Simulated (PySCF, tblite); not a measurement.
# C₆H₁₂BF: geometry, infrared bands and NMR shifts

What infrared bands and NMR shifts should C₆H₁₂BF (`C=CCC(C)(C)BF`) show?

Computed with tblite 0.8.0 and PySCF 2.14.0, with density-fitted response routines of our own, on a single molecule in the gas phase. Atoms are numbered from 0 throughout.

## (1) The starting structure

20 atoms, charge 0, multiplicity 1; geometry from: force field or distance geometry start.

Bonds of the start (Å): C0–C1 1.36, C1–C2 1.48, C2–C3 1.53, C3–C4 1.51, C3–C5 1.54, C3–B6 1.58, B6–F7 1.44, C0–H8 1.09, C0–H9 1.07, C1–H10 1.08, C2–H11 1.10, C2–H12 1.12, C4–H13 1.12, C4–H14 1.11, C4–H15 1.11, C5–H16 1.10, C5–H17 1.10, C5–H18 1.11, B6–H19 1.19.

## (2) Optimising the geometry with GFN2-xTB

The job: settings as JSON, then the geometry in Å.

```
{"job": {"kind": "relax", "xc": "GFN2-xTB", "basis": "xTB"}, "charge": 0, "multiplicity": 1}
C      2.755700    -0.368600    -0.429000
C      1.715100     0.491000    -0.245600
C      0.647100     0.020100     0.671400
C     -0.640800     0.012400    -0.153200
C     -0.977200     1.390200    -0.678100
C     -1.741000    -0.431300     0.824900
B     -0.536700    -1.055000    -1.315100
F     -1.746100    -1.336100    -2.038000
H      2.748800    -1.333100     0.072000
H      3.580800    -0.118900    -1.066800
H      1.695200     1.460300    -0.727100
H      0.872400    -1.004200     0.990400
H      0.557900     0.649000     1.587900
H     -0.213300     1.759000    -1.416500
H     -0.910100     2.065600     0.205100
H     -1.988100     1.400700    -1.124600
H     -1.380900    -0.506800     1.862600
H     -2.086500    -1.426400     0.499300
H     -2.583800     0.296700     0.827100
H      0.226300    -1.953800    -1.169300
```

Run with:

```sh
OMP_NUM_THREADS=1 python probes_run.py task.json out
```

One launch serves the whole session: the jobs run in the order shown.

**Question.** This job is followed by: GFN2-xTB harmonic vibrations, gas phase; GIAO PBE0/pcSseg-1 NMR shielding, non-relativistic, gas phase. Predict these results of the whole session: strongest single infrared mode (GFN2-xTB); zero-point energy (GFN2-xTB); 13C shifts against TMS (PBE0/pcSseg-1, means over atoms taken as alike); 1H shifts against TMS (PBE0/pcSseg-1, means over atoms taken as alike); 11B shifts against BF3·OEt2 (PBE0/pcSseg-1); 19F shifts against CFCl3 (PBE0/pcSseg-1).

**Answer**, as computed:

| quantity | value |
| --- | --- |
| strongest single infrared mode (GFN2-xTB) | 1306 cm⁻¹, 192 km/mol |
| zero-point energy (GFN2-xTB) | 104.8 kcal/mol |
| 13C shifts against TMS (PBE0/pcSseg-1, means over atoms taken as alike) | 146.0, 123.4, 50.8, 32.6, 24.5 ppm |
| 1H shifts against TMS (PBE0/pcSseg-1, means over atoms taken as alike) | 6.34, 5.49, 5.36, 5.32, 2.14, 0.98 ppm |
| 11B shifts against BF3·OEt2 (PBE0/pcSseg-1) | 55.9 ppm |
| 19F shifts against CFCl3 (PBE0/pcSseg-1) | -9.6 ppm |

The optimisation took 99 steps and gained 0.954 eV; among the close pairs (by a distance rule), B6–F7 changed most, from 1.437 to 1.314 Å. All 54 modes are real, so the xTB geometry is a minimum. The strongest single mode, at 1306 cm⁻¹, is carried by B6, C3, F7. Unscaled tight-binding wavenumbers are off by several per cent, some by more. Its intensities can rank the bands wrongly. C1 (alkene CH) lies farthest downfield among carbon, at 146.0 ppm; an sp2 carbon of a C=C bond. H10 (hydrogen on an alkene CH) lies farthest downfield among hydrogen, at 6.34 ppm; a vinylic proton, deshielded by the sp2 carbon and the C=C anisotropy. At PBE0/pcSseg-1: The widest tensor belongs to F7: span 503 ppm, with a paramagnetic part of -287 ppm.
